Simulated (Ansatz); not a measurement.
# H5OSbSi: the cost of one run

Method: RKS LDA/def2-mTZVP, in Ansatz 0.2.0.

## (1) The starting structure

Bond lengths: O1–Si2 1.627 Å, Si2–Sb3 2.528 Å, O1–H4 0.955 Å, Si2–H5 1.464 Å, Si2–H6 1.464 Å, Sb3–H7 1.687 Å, Sb3–H8 1.687 Å. Angles: O1–Si2–Sb3 104.0°, O1–Si2–H5 109.2°, O1–Si2–H6 109.2°, Sb3–Si2–H5 113.8°, Sb3–Si2–H6 114.0°, H5–Si2–H6 106.5°, Si2–O1–H4 121.8°, Si2–Sb3–H7 90.9°, Si2–Sb3–H8 90.9°, H7–Sb3–H8 88.7°.

Structure file:

```xyz
8

O    -1.0642   -0.1254   -0.9171
Si   -0.0991    0.8189   -0.0098
Sb    1.4497   -0.8158    1.1390
H    -1.7557    0.2413   -1.4644
H     0.5897    1.7771   -0.8765
H    -0.9222    1.6057    0.9106
H     1.6510   -1.6773   -0.2973
H     0.1508   -1.8244    1.5155
```

## (2) End point A

input.yaml reads:

```yaml
crystal:
  periodic: [false, false, false]
  atoms:
    - { symbol: O, position_ang: [-1.0642, -0.12544, -0.91711] }
    - { symbol: Si, position_ang: [-0.09912, 0.81886, -0.00979] }
    - { symbol: Sb, position_ang: [1.44974, -0.81581, 1.13899] }
    - { symbol: H, position_ang: [-1.75575, 0.24127, -1.46444] }
    - { symbol: H, position_ang: [0.5897, 1.77711, -0.87646] }
    - { symbol: H, position_ang: [-0.92216, 1.60572, 0.91059] }
    - { symbol: H, position_ang: [1.65102, -1.67729, -0.29725] }
    - { symbol: H, position_ang: [0.15077, -1.82443, 1.51547] }
basis:
  gaussian: { orbitals: def2-mTZVP }
hamiltonian:
  xc: lda
relax:
  f_tol: 0.015
  max_steps: 40
```

Command:

```sh
$ ansatz run input.yaml --threads 2 --pin off --max-ram 3072MiB --backend cpu --events-out ev --progress --plain --runs-dir out
```

What time and memory should one allow on 2 threads of Intel Xeon Platinum 8375C at 2.90GHz (Ice Lake), shared host?

About 11 s, with a peak of 0.14 GiB.
